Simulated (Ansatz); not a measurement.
**BFH4O2Si: a ladder of functionals and wavefunction methods**

An exercise on one series of results from a longer session: the logs are not shown, and one member is left open.

Program: Ansatz 0.2.0, Gaussian basis. Level of theory: functionals in def2-TZVPP, the program's frozen cores in correlated methods. These are calculated values, not measurements.

Plan: LDA (SPW92), PBE-D4, revPBE-D4, BLYP-D4, r2SCAN-D4, B97M-V, PBE0-D4, B3LYP-D4, r2SCANh-D4, r2SCAN0-D4, HSE06-D4, BHLYP-D4, CAM-B3LYP-D4, LC-ωPBE, ωB97X-V, ωB97M-V, B2PLYP, PBE-QIDH; CCSD(T)/def2-SVP; CCSD(T)/def2-TZVPP; MP2/def2-QZVPP; extrapolation to the limit; RPA on PBE.

**Structure used throughout**

The geometry comes from an earlier relaxation with PBE0-D4 in a triple-zeta def2 set; it is a stationary point, not always the lowest conformer.

SMILES `OB(F)O[SiH3]`, 9 atoms, charge 0, spin multiplicity 1.

Atoms are counted from 1 here; the program's logs count them from 0.

Bond lengths: O1–B2 1.359 Å, O1–H6 0.960 Å, B2–F3 1.334 Å, B2–O4 1.347 Å, O4–Si5 1.655 Å, Si5–H7 1.481 Å, Si5–H8 1.484 Å, Si5–H9 1.484 Å. Angles: B2–O1–H6 113.4°, O1–B2–F3 120.0°, O1–B2–O4 121.1°, F3–B2–O4 118.9°, B2–O4–Si5 131.9°, O4–Si5–H7 106.4°, O4–Si5–H8 110.2°, O4–Si5–H9 110.2°, H7–Si5–H8 110.1°, H7–Si5–H9 110.1°, H8–Si5–H9 109.9°.

The first run:

Contents of in.yaml:

```yaml
crystal:
  periodic: [false, false, false]
  atoms:
    - {symbol: O, position_ang: [-1.614072, 0.556709, 0.393992]}
    - {symbol: B, position_ang: [-0.395361, 1.157069, 0.352651]}
    - {symbol: F, position_ang: [-0.277309, 2.450762, 0.657937]}
    - {symbol: O, position_ang: [0.708856, 0.466883, 0.006193]}
    - {symbol: Si, position_ang: [0.934175, -1.114948, -0.425029]}
    - {symbol: H, position_ang: [-2.322464, 1.149876, 0.654107]}
    - {symbol: H, position_ang: [2.381918, -1.273948, -0.690898]}
    - {symbol: H, position_ang: [0.154531, -1.427648, -1.647841]}
    - {symbol: H, position_ang: [0.518227, -2.010957, 0.681790]}
basis:
  gaussian: {orbitals: def2-TZVPP}
hamiltonian: {xc: lda}
output: {orbitals: {seedname: orbitals}}
```

Among the steps run: LDA; PBE-D4 (GGA); revPBE-D4 (GGA); BLYP-D4 (GGA); r2SCAN-D4 (meta-GGA); B97M-V (meta-GGA); PBE0-D4 (hybrid); B3LYP-D4 (hybrid); r2SCANh-D4 (hybrid); r2SCAN0-D4 (hybrid); HSE06-D4 (hybrid); BHLYP-D4 (hybrid); CAM-B3LYP-D4 (range-separated); LC-ωPBE-D4 (range-separated; the results give it without D4); ωB97X-V (range-separated); ωB97M-V (range-separated); B2PLYP (double hybrid); PBE-QIDH (double hybrid).

One of the session's tables, all rows but one given; the rest of the session is left out.

It belongs to the step «Frontier levels by functional». 

```
  functional  HOMO (eV)  gap (eV)
 LDA (SPW92)      -7.86      6.79
      PBE-D4      -7.77      6.93
   revPBE-D4      -7.72      7.00
     BLYP-D4      -7.69      6.92
   r2SCAN-D4      -8.14      7.80
      B97M-V      -8.23      7.55
     PBE0-D4      -9.24      9.25
    B3LYP-D4          ?         ?
  r2SCANh-D4      -8.68      8.62
  r2SCAN0-D4      -9.49      9.82
    HSE06-D4      -8.83      8.48
    BHLYP-D4     -10.64     11.38
CAM-B3LYP-D4     -10.69     11.55
     LC-ωPBE     -12.05     14.18
     ωB97X-V     -11.71     13.65
     ωB97M-V     -11.54     13.07
```

Estimate the missing values for B3LYP-D4.

Worked estimate for «HOMO (eV)». Against the share of exact exchange, BLYP-D4 (0, -7.69), BHLYP-D4 (0.5, -10.64) give a slope of -5.90 per unit share; at 0.2 the line stands at -8.87.

**Answer.** HOMO (eV): -9.03; gap (eV): 8.77. In «HOMO (eV)» the line misses by +0.16.
